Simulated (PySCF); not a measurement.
# C3H10N2OSi: the cost of one run

Computed with PySCF 2.14.0, with density-fitted response routines of our own, on a single molecule in the gas phase. Atoms are numbered from 0 throughout.

### 1 The starting structure

17 atoms, charge 0, multiplicity 1; geometry from: GFN2-xTB.

Bonds of the start (Å): C0–C1 1.51, C1–O2 1.22, C1–N3 1.35, N3–C4 1.44, N3–Si5 1.77, Si5–N6 1.73, C0–H7 1.09, C0–H8 1.09, C0–H9 1.09, C4–H10 1.09, C4–H11 1.09, C4–H12 1.09, Si5–H13 1.45, Si5–H14 1.47, N6–H15 1.01, N6–H16 1.01.

### 2 Ultraviolet spectrum: CAM-B3LYP/def2-SVPD

Job settings and geometry (Å):

```
{"job": {"kind": "uv", "xc": "CAM-B3LYP", "basis": "def2-SVPD", "nstates": 8, "ntriplets": 3}, "charge": 0, "multiplicity": 1}
C      2.098376     0.700026    -1.014501
C      0.586712     0.625493    -1.046898
O     -0.060055     1.223049    -1.886586
N     -0.021904    -0.124163    -0.099885
C      0.744124    -0.821622     0.906706
Si    -1.772903    -0.341747    -0.143390
N     -2.245287     0.097594     1.459826
H      2.436365     1.173549    -0.094720
H      2.431915     1.291971    -1.862397
H      2.533438    -0.295084    -1.073850
H      1.371034    -1.599362     0.462169
H      1.382676    -0.132403     1.463175
H      0.052352    -1.287460     1.603283
H     -2.361008     0.382959    -1.253164
H     -2.001880    -1.788069    -0.223379
H     -3.191403    -0.106824     1.737359
H     -1.989552     1.014122     1.795852
```

Level: TDDFT CAM-B3LYP/def2-SVPD, vertical, gas phase, core orbitals frozen in the response.

The run is started by

```bash
$ OMP_NUM_THREADS=1 python probes_run.py task.json out
```

One launch serves the whole session: the jobs run in the order shown.

Q: Estimate the wall time and peak memory of this job on 1 thread of AMD EPYC, shared host.

About 87 s, with a peak of 1.1 GiB.
